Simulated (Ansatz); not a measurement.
**GaH5F2: search for a transition state**

Is there a first-order saddle for this ligand exchange through a proton shuttle, which should form Ga1–F6, H5–F8, H2–H7 and break Ga1–H2, H5–F6, H7–F8, and which two structures does it connect?

Computed with Ansatz 0.2.0, Gaussian basis. Level: PBE0-D4, def2-SVP first, then def2-TZVP.

41 further runs of the same task are left out: 41 set aside as unsound or not needed.

### Step 1. Starting geometry

The guess: 8 atoms, charge 0, spin multiplicity 1.

Atoms are counted from 1 here; the program's logs count them from 0.

Bond lengths: Ga1–H3 1.540 Å, Ga1–H4 1.542 Å, Ga1–F6 2.126 Å. Angles: H3–Ga1–H4 128.0°, H3–Ga1–F6 102.5°, H4–Ga1–F6 109.0°.

As a file:

```csv
atom,x (Å),y (Å),z (Å)
Ga1,-0.7770,-0.2312,-0.5575
H2,0.5161,1.2967,-0.8227
H3,-0.0724,-1.5435,-0.9506
H4,-2.1958,0.2361,-0.9407
H5,0.5797,-0.2358,1.3307
F6,-0.5959,-0.2270,1.5606
H7,1.0488,0.7583,-0.2002
F8,1.4964,-0.0535,0.5803
```

Distances that are to change: Ga1–F6 2.13 Å, H5–F8 1.20 Å, H2–H7 0.98 Å, Ga1–H2 2.02 Å, H5–F6 1.20 Å, H7–F8 1.21 Å.

### Step 2. Relaxing the guess with the reacting distances held

The input, hold/in.yaml:

```yaml
crystal:
  periodic: [false, false, false]
  atoms:
    - {symbol: Ga, position_ang: [-0.777000, -0.231200, -0.557500]}
    - {symbol: H, position_ang: [0.516100, 1.296700, -0.822700]}
    - {symbol: H, position_ang: [-0.072400, -1.543500, -0.950600]}
    - {symbol: H, position_ang: [-2.195800, 0.236100, -0.940700]}
    - {symbol: H, position_ang: [0.579700, -0.235800, 1.330700]}
    - {symbol: F, position_ang: [-0.595900, -0.227000, 1.560600]}
    - {symbol: H, position_ang: [1.048800, 0.758300, -0.200200]}
    - {symbol: F, position_ang: [1.496400, -0.053500, 0.580300]}
basis:
  gaussian: {orbitals: def2-SVP}
hamiltonian: {xc: pbe0, dispersion: d4}
relax: {f_tol: 0.08, max_steps: 120, escape_saddle: false, constraints: [{distance: [0, 5]}, {distance: [4, 7]}, {distance: [1, 6]}, {distance: [0, 1]}, {distance: [4, 5]}, {distance: [6, 7]}]}
```

No record of the launch command was kept for these runs.

After this run come: Saddle search in the small basis; Saddle search in triple zeta; Checking the order of the point; Relaxing after a step of 0.30 Å one way along the mode; Relaxing after a step of 0.30 Å the other way along the mode.

**Question.** What will these runs give? Wanted: imaginary mode; barrier from the start side; barrier from the end side; energy of the step; pairs that change; zero-point energy at the saddle.

As calculated:

| quantity | value |
| --- | --- |
| imaginary mode | 951i cm⁻¹ |
| barrier from the start side | 14.1 kJ/mol |
| barrier from the end side | 58.1 kJ/mol |
| energy of the step | -44.0 kJ/mol |
| pairs that change | Ga1–F6 tightened, H2–H7 formed, H5–F8 formed, Ga1–H2 broken, H5–F6 broken, H7–F8 broken |
| zero-point energy at the saddle | 1.131 eV |

**Reading.** The point has a single imaginary mode (951i cm⁻¹), as a transition state must. It joins the planned start and end. At PBE0-D4/def2-TZVP the electronic barrier is 14.1 kJ/mol, about 6 kT at 298 K, and the step runs 44.0 kJ/mol downhill. A step off the saddle overshot and began above it in energy, so the link to its end is likely but not proven. The ends are the nearest minima, not always the lowest complexes.
